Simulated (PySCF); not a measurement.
# C3H6B3N3S: excited states, first hyperpolarisability

Wanted: excited states, first hyperpolarisability for C3H6B3N3S (`C#CN1BNB(C=S)NB1`).

Computed with PySCF 2.14.0 and routines of our own; the level stands in each step. Atoms count from 0.

### 1 The system as given

16 atoms, charge 0, multiplicity 1; geometry from: GFN2-xTB.

### 2 Relaxing the molecule at PBE0-D3(BJ)/def2-SVP

Job settings and geometry (Å):

```
{"job": {"xc": "PBE0", "basis": "def2-SVP", "d3": "d3bj", "grid": 2, "kind": "geom"}, "charge": 0, "multiplicity": 1}
C      3.810580    -0.611907    -0.040032
C      2.626579    -0.425484    -0.023630
N      1.297979    -0.212657     0.000029
B      0.600678    -0.051317    -1.240969
N     -0.790625     0.178352    -1.164615
B     -1.502960     0.245862     0.055437
C     -3.047437     0.497673     0.069663
S     -3.962625     0.652603    -1.269744
N     -0.763489     0.072587     1.253198
B      0.633744    -0.153809     1.264726
H      4.843923    -0.778413    -0.057038
H      1.166980    -0.107319    -2.264725
H     -1.320634     0.301315    -2.016214
H     -3.577550     0.575801     1.019372
H     -1.249561     0.112659     2.136266
H      1.226821    -0.287003     2.266867
```

Command:

```bash
> OMP_NUM_THREADS=1 python excited_run.py task.json out
```

The driver reads the jobs from task.json and runs them one after another.

Standard output:

```text
step   0  E = -754.13534140  max force = 0.021696
step   1  E = -754.13830420  max force = 0.003710
step   2  E = -754.13837194  max force = 0.001325
step   3  E = -754.13839594  max force = 0.001276
step   4  E = -754.13841607  max force = 0.000471
step   5  E = -754.13842060  max force = 0.000340
optimisation converged
```

Wall time 1.7 min (1 thread of Arm Neoverse V2, shared host); peak memory 0.86 GiB.

Step by step:

```tsv
step	energy from step 0 (eV)	largest force component (eV/Å)
0	0.0000	1.1157
1	-0.0806	0.1908
2	-0.0825	0.0681
3	-0.0831	0.0656
4	-0.0837	0.0242
5	-0.0838	0.0175
```

Close pairs (by a distance rule), those that changed most:

```tsv
bond	before (Å)	after (Å)	change (Å)
B3–H11	1.171	1.203	+0.032
B9–H15	1.172	1.204	+0.032
C0–H10	1.047	1.073	+0.026
N2–B3	1.433	1.454	+0.021
N2–B9	1.430	1.448	+0.018
B5–C6	1.565	1.582	+0.017
C6–H13	1.090	1.105	+0.014
C0–C1	1.199	1.210	+0.011
```

The final coordinates are the input of the step that follows.

```tsv
at the end point	value
rotational constants (GHz, main isotopes)	4.203, 0.513, 0.457
dipole moment (D)	1.77
```

### 3 Excited states: TDA CAM-B3LYP/aug-cc-pVDZ

Job settings and geometry (Å):

```
{"job": {"kind": "states", "xc": "CAM-B3LYP", "basis": "aug-cc-pVDZ", "tda": true, "soc": true, "nstates": 6, "ntriplets": 5, "nquad": 4}, "charge": 0, "multiplicity": 1}
C      4.113295    -0.469933     0.003737
C      2.921972    -0.258397     0.026408
N      1.588648    -0.021576     0.050434
B      0.876462     0.159315    -1.203846
N     -0.515708     0.403387    -1.128260
B     -1.233395     0.480000     0.095943
C     -2.790307     0.759129     0.101188
S     -3.650320     1.010828    -1.251242
N     -0.497421     0.297247     1.304597
B      0.902129     0.047335     1.323467
H      5.169468    -0.657510    -0.016562
H      1.471117     0.098614    -2.248246
H     -1.057587     0.541595    -1.977550
H     -3.321694     0.790608     1.069187
H     -0.980636     0.346108     2.193018
H      1.511397    -0.104103     2.350417
```

Level: TDA CAM-B3LYP/aug-cc-pVDZ excited states, vertical, gas phase, spin-orbit mean-field couplings.

Standard output:

```text
coarse grid: 15048 points
cycle   1  E = -754.8180789613  dE =  1.849e+00  |g| = 5.597e-01  |ddm| = 2.019e+01
cycle   2  E = -754.8109130894  dE =  7.166e-03  |g| = 6.361e-01  |ddm| = 3.190e+00
cycle   3  E = -754.9028627083  dE = -9.195e-02  |g| = 1.031e-01  |ddm| = 1.321e+00
cycle   4  E = -754.9050687004  dE = -2.206e-03  |g| = 5.922e-02  |ddm| = 3.158e-01
cycle   5  E = -754.9058930264  dE = -8.243e-04  |g| = 1.469e-02  |ddm| = 1.698e-01
cycle   6  E = -754.9059436947  dE = -5.067e-05  |g| = 4.230e-03  |ddm| = 5.393e-02
cycle   7  E = -754.9059480156  dE = -4.321e-06  |g| = 2.229e-03  |ddm| = 1.761e-02
final grid: 144208 points
cycle   8  E = -754.9397234500  dE = -2.598e-05  |g| = 7.261e-03  |ddm| = 3.011e-01
cycle   9  E = -754.9397164283  dE =  7.022e-06  |g| = 9.216e-03  |ddm| = 3.649e-02
cycle  10  E = -754.9397357383  dE = -1.931e-05  |g| = 9.594e-04  |ddm| = 1.652e-02
cycle  11  E = -754.9397359718  dE = -2.336e-07  |g| = 2.980e-04  |ddm| = 2.310e-03
cycle  12  E = -754.9397359965  dE = -2.465e-08  |g| = 1.303e-04  |ddm| = 1.092e-03
cycle  13  E = -754.9397360014  dE = -4.960e-09  |g| = 4.206e-05  |ddm| = 4.860e-04
cycle  14  E = -754.9397360020  dE = -5.298e-10  |g| = 2.356e-05  |ddm| = 1.563e-04
converged SCF energy = -754.9397360020

Singlet excitations
state   eV       nm        f     d(h-e)  d(exc)  Lambda  PR(NTO)  |dmu|/D   mu/D   main configurations
  1   1.9302   642.3   0.00000   0.731   2.440   0.533   1.002    1.681    2.316   H->L 0.98
  2   4.4513   278.5   0.24160   4.713   5.712   0.321   1.028   16.106   15.608   H-1->L 0.94
  3   5.2355   236.8   0.01237   2.150   3.519   0.512   1.188    7.885    7.544   H-3->L 0.86
  4   5.4523   227.4   0.00000   5.297   6.126   0.110   1.005   18.792   18.254   H-2->L 0.92
  5   5.7996   213.8   0.01302   1.332   4.005   0.212   1.120                     H->L+1 0.61, H->L+3 0.20
  6   5.8696   211.2   0.00214   0.324   2.700   0.489   1.029                     H-7->L 0.64, H-8->L 0.24

Triplet excitations (Tamm-Dancoff)
state   eV     d(h-e)  d(exc)  Lambda  PR(NTO)   main configurations
  1   1.3509   0.708   2.403   0.531   1.004   H->L 0.97
  2   2.9272   0.134   2.481   0.687   1.014   H-4->L 0.67, H-3->L 0.12, H-1->L 0.10
  3   4.1943   3.868   5.188   0.368   1.065   H-1->L 0.75
  4   4.8509   2.088   3.394   0.548   1.012   H-3->L 0.82, H-4->L 0.13
  5   5.0386   0.104   2.452   0.501   1.025   H-7->L 0.54, H-8->L 0.36
S1 - T1 = 0.5793 eV

Spin-orbit couplings |<S|Hso|T>| (cm-1)
             T1       T2       T3       T4       T5
S0      167.070    0.664    0.550    0.288  128.502
S1        1.062  123.051   20.964    5.773  124.153
S2       35.270    0.355    0.261    0.057   27.875
S3       14.786    0.227    0.166    0.041    8.801
S4        1.435    1.785   12.780    1.900    0.773
S5       29.092    0.296    0.152    0.088   19.951
S6      115.286   87.251   13.103    7.291    2.129
T1 sublevels (cm-1): 0.000 0.158 3.743   radiative rates (1/s): 4.18 0.402 1.3e+03
```

It took 2 min on 1 thread of Arm Neoverse V2, shared host; peak memory 1.3 GiB.

Key values:

```tsv
quantity	value
S1 less T1	0.58 eV
```

The fields below are evaluated on a grid from the run's orbitals.

Frontier orbitals at CAM-B3LYP/aug-cc-pVDZ, with the share of their density that lies nearest to each atom:

```tsv
orbital	energy (eV)	lies on
HOMO	-8.13	S7 78 %; H13 7 %
LUMO	-2.04	S7 42 %; C6 31 %; B5 10 %
```

ELF in a plane through or near 16 of the atoms.

Ten even steps from ' ' (0.00) to '@' (1.00):
```
                                                        
                                                        
                      ::..                              
                  ::@@@@@@..  ..==..                    
                  **@@@@@@::  ##@@##                    
                  --@@@@@@--::@@@@%%  ..**==            
            ....    %%@@##--**%%@@++  **@@@@..          
          ..==**++....--==..%%==**::..@@@@@@..          
      --****++##%%==--**==::######--++%%@@%%            
      %%@@@@====**::%%--##....==**::@@**++::......      
      @@@@@@--==++--%%--##::..**::::@@::%%++####++      
      **@@@@**##%%++--**++::##==%%--::**--..@@@@%%::    
      ..--====****::  --::::%%==##::  **::%%%%@@##::    
            ::--..  **@@%%==++%%@@##  @@%%==%%##++      
                    @@@@@@**..##@@##  @@@@%%**==..      
                  ::@@@@@@**  ::##::  ####++::          
                    @@@@@@==          ----..            
                      ::::                              
                                                        
                                                        
```
The map spans 15.1 Å across and 9.8 Å up, centred on the molecule. Atoms in the plane (x, y in Å): C0 (-3.9, -0.1), C1 (-2.7, -0.1), N2 (-1.3, 0.0), B3 (-0.6, -1.3), N4 (0.8, -1.2), B5 (1.5, 0.1), C6 (3.1, 0.1), S7 (4.0, -1.2), N8 (0.8, 1.3), B9 (-0.7, 1.3), H10 (-5.0, -0.1), H11 (-1.2, -2.3), H12 (1.4, -2.0), H13 (3.6, 1.1), H14 (1.2, 2.2), H15 (-1.3, 2.3).

log10 of the density (e/Å³) in the same plane.

Ten even steps from '0' (-4.0) to '9' (1.8):
```
0000000000000000000000000000
0000000000111100000000000000
0000000001222211100000000000
0000000012444333321100000000
0000000123555445542221000000
0000012224576556653333200000
0001123334567667654454210000
0012344554568779755675321000
0013455666667677766775421000
0024567777787656977975433111
0024677878787656877776543211
0023566666667677765677654222
0013345555567879755689654222
0001233344567667765677654211
0000122233567556654566543211
0000001123455434443444332100
0000000012344322322333221000
0000000001222211111121100000
0000000000111100000000000000
0000000000000000000000000000
```
The map spans 15.1 Å across and 9.8 Å up, centred on the molecule. Atoms in the plane (x, y in Å): C0 (-3.9, -0.1), C1 (-2.7, -0.1), N2 (-1.3, 0.0), B3 (-0.6, -1.3), N4 (0.8, -1.2), B5 (1.5, 0.1), C6 (3.1, 0.1), S7 (4.0, -1.2), N8 (0.8, 1.3), B9 (-0.7, 1.3), H10 (-5.0, -0.1), H11 (-1.2, -2.3), H12 (1.4, -2.0), H13 (3.6, 1.1), H14 (1.2, 2.2), H15 (-1.3, 2.3).

On the surface of density 0.002 e/bohr³ the electrostatic potential runs, from the 1st to the 99th percentile, from -0.85 V near C0 to 1.93 V near H14.

### 4 Excited states: TDDFT CAM-B3LYP/aug-cc-pVDZ

Settings changed since step 3:

```diff
@@ -1,2 +1,2 @@
-{"job": {"kind": "states", "xc": "CAM-B3LYP", "basis": "aug-cc-pVDZ", "tda": true, "soc": true, "nstates": 6, "ntriplets": 5, "nquad": 4}, "charge": 0, "multiplicity": 1}
+{"job": {"kind": "states", "xc": "CAM-B3LYP", "basis": "aug-cc-pVDZ", "tpa": true, "nstates": 8, "nquad": 6, "ntriplets": 0}, "charge": 0, "multiplicity": 1}
 C      4.113295    -0.469933     0.003737
```

Level: TDDFT CAM-B3LYP/aug-cc-pVDZ excited states, vertical, gas phase, two-photon moments by quadratic response.

Standard output:

```text
coarse grid: 15048 points
cycle   1  E = -754.8180789613  dE =  1.849e+00  |g| = 5.597e-01  |ddm| = 2.019e+01
cycle   2  E = -754.8109130894  dE =  7.166e-03  |g| = 6.361e-01  |ddm| = 3.190e+00
cycle   3  E = -754.9028627083  dE = -9.195e-02  |g| = 1.031e-01  |ddm| = 1.321e+00
cycle   4  E = -754.9050687004  dE = -2.206e-03  |g| = 5.922e-02  |ddm| = 3.158e-01
cycle   5  E = -754.9058930264  dE = -8.243e-04  |g| = 1.469e-02  |ddm| = 1.698e-01
cycle   6  E = -754.9059436947  dE = -5.067e-05  |g| = 4.230e-03  |ddm| = 5.393e-02
cycle   7  E = -754.9059480156  dE = -4.321e-06  |g| = 2.229e-03  |ddm| = 1.761e-02
final grid: 144208 points
cycle   8  E = -754.9397234500  dE = -2.598e-05  |g| = 7.261e-03  |ddm| = 3.011e-01
cycle   9  E = -754.9397164283  dE =  7.022e-06  |g| = 9.216e-03  |ddm| = 3.649e-02
cycle  10  E = -754.9397357383  dE = -1.931e-05  |g| = 9.594e-04  |ddm| = 1.652e-02
cycle  11  E = -754.9397359718  dE = -2.336e-07  |g| = 2.980e-04  |ddm| = 2.310e-03
cycle  12  E = -754.9397359965  dE = -2.465e-08  |g| = 1.303e-04  |ddm| = 1.092e-03
cycle  13  E = -754.9397360014  dE = -4.960e-09  |g| = 4.206e-05  |ddm| = 4.860e-04
cycle  14  E = -754.9397360020  dE = -5.298e-10  |g| = 2.356e-05  |ddm| = 1.563e-04
converged SCF energy = -754.9397360020

Singlet excitations
state   eV       nm        f     d(h-e)  d(exc)  Lambda  PR(NTO)  |dmu|/D   mu/D   delta(TPA)   sigma/GM   main configurations
  1   1.8851   657.7   0.00000   0.730   2.448   0.533   1.005    1.742    2.352        0.40      0.001   H->L 0.98
  2   4.3946   282.1   0.21465   4.571   5.630   0.324   1.043   15.581   15.084     4886.67     34.575   H-1->L 0.93
  3   5.1874   239.0   0.00731   2.157   3.544   0.507   1.169    8.034    7.674      328.79      3.241   H-3->L 0.90
  4   5.4489   227.5   0.00001   5.292   6.123   0.110   1.005   18.728   18.191        0.21      0.002   H-2->L 0.92
  5   5.6844   218.1   0.14854   0.573   3.590   0.645   1.673    2.174    2.362     1017.56     12.046   H-4->L 0.77
  6   5.8046   213.6   0.00182   0.296   2.689   0.489   1.039    1.236    1.870        0.54      0.007   H-7->L 0.62, H-8->L 0.26
  7   5.8206   213.0   0.09887   1.386   3.951   0.236   1.213                                            H->L+1 0.57, H->L+3 0.19, H-4->L 0.09
  8   6.1334   202.1   0.07108   1.646   3.496   0.383   1.276                                            H-1->L+5 0.67, H-1->L+4 0.17
```

It took 2.3 min on 1 thread of Arm Neoverse V2, shared host; peak memory 1.3 GiB.

### 5 First hyperpolarisability: quadratic response CAM-B3LYP/aug-cc-pVDZ

Settings changed since step 4:

```diff
@@ -1,2 +1,2 @@
-{"job": {"kind": "states", "xc": "CAM-B3LYP", "basis": "aug-cc-pVDZ", "tpa": true, "nstates": 8, "nquad": 6, "ntriplets": 0}, "charge": 0, "multiplicity": 1}
+{"job": {"kind": "beta", "xc": "CAM-B3LYP", "basis": "aug-cc-pVDZ"}, "charge": 0, "multiplicity": 1}
 C      4.113295    -0.469933     0.003737
```

With the program's defaults for keys left out, this is: quadratic response CAM-B3LYP/aug-cc-pVDZ first hyperpolarisability, Taylor convention, gas phase.

Standard output:

```text
coarse grid: 15048 points
cycle   1  E = -754.8180789613  dE =  1.849e+00  |g| = 5.597e-01  |ddm| = 2.019e+01
cycle   2  E = -754.8109130894  dE =  7.166e-03  |g| = 6.361e-01  |ddm| = 3.190e+00
cycle   3  E = -754.9028627083  dE = -9.195e-02  |g| = 1.031e-01  |ddm| = 1.321e+00
cycle   4  E = -754.9050687004  dE = -2.206e-03  |g| = 5.922e-02  |ddm| = 3.158e-01
cycle   5  E = -754.9058930264  dE = -8.243e-04  |g| = 1.469e-02  |ddm| = 1.698e-01
cycle   6  E = -754.9059436947  dE = -5.067e-05  |g| = 4.230e-03  |ddm| = 5.393e-02
cycle   7  E = -754.9059480156  dE = -4.321e-06  |g| = 2.229e-03  |ddm| = 1.761e-02
final grid: 144208 points
cycle   8  E = -754.9397234500  dE = -2.598e-05  |g| = 7.261e-03  |ddm| = 3.011e-01
cycle   9  E = -754.9397164283  dE =  7.022e-06  |g| = 9.216e-03  |ddm| = 3.649e-02
cycle  10  E = -754.9397357383  dE = -1.931e-05  |g| = 9.594e-04  |ddm| = 1.652e-02
cycle  11  E = -754.9397359718  dE = -2.336e-07  |g| = 2.980e-04  |ddm| = 2.310e-03
cycle  12  E = -754.9397359965  dE = -2.465e-08  |g| = 1.303e-04  |ddm| = 1.092e-03
cycle  13  E = -754.9397360014  dE = -4.960e-09  |g| = 4.206e-05  |ddm| = 4.860e-04
cycle  14  E = -754.9397360020  dE = -5.298e-10  |g| = 2.356e-05  |ddm| = 1.563e-04
converged SCF energy = -754.9397360020

Lowest singlets (eV, f): 1.8851 0.0000  4.3946 0.2147  5.1874 0.0073

First hyperpolarisability (au)
process     nm      |vector|   parallel      HRS      DR
static         -      963.72     -126.8      394.8   5.186
shg       1907.0     1146.36     -157.8     469.81    5.17
eope      1907.0     1020.10    -136.31          -       -
eope      1064.0     1160.85    -160.27          -       -
```

It took 1.7 min on 1 thread of Arm Neoverse V2, shared host; peak memory 1.3 GiB.

Warnings kept with the result: second harmonic within 0.3 eV of the first excitation or beyond it: left out.

### 6 Results

```
                                                   quantity                              value
                       rotational constants (main isotopes)               4.20, 0.51, 0.46 GHz
             S1 less T1 (step 3, TDA CAM-B3LYP/aug-cc-pVDZ)                            0.58 eV
                      surface potential, 1st and 99th percentile                 -0.85 V and 1.93 V
β vector (step 5, quadratic response CAM-B3LYP/aug-cc-pVDZ)  static 964, SHG 1907.0 nm 1146 au
```

The optimisation took 5 steps and gained 0.084 eV; among the close pairs (by a distance rule), B3–H11 changed most, from 1.171 to 1.203 Å. No frequency check was run at this level, so the end point may be a saddle. In step 3, the number of triplets below S1 is 1, and the largest singlet-triplet spin-orbit coupling is S0–T1, 167.07 cm⁻¹. At CAM-B3LYP/aug-cc-pVDZ, counted by nearest atom on the grid, the HOMO lies on S7 78 %; H13 7 %, the LUMO on S7 42 %; C6 31 %. β grows from 964 au (static) to 1146 au for doubling at 1907.0 nm: normal dispersion, which grows as twice the photon energy moves toward the bright states.
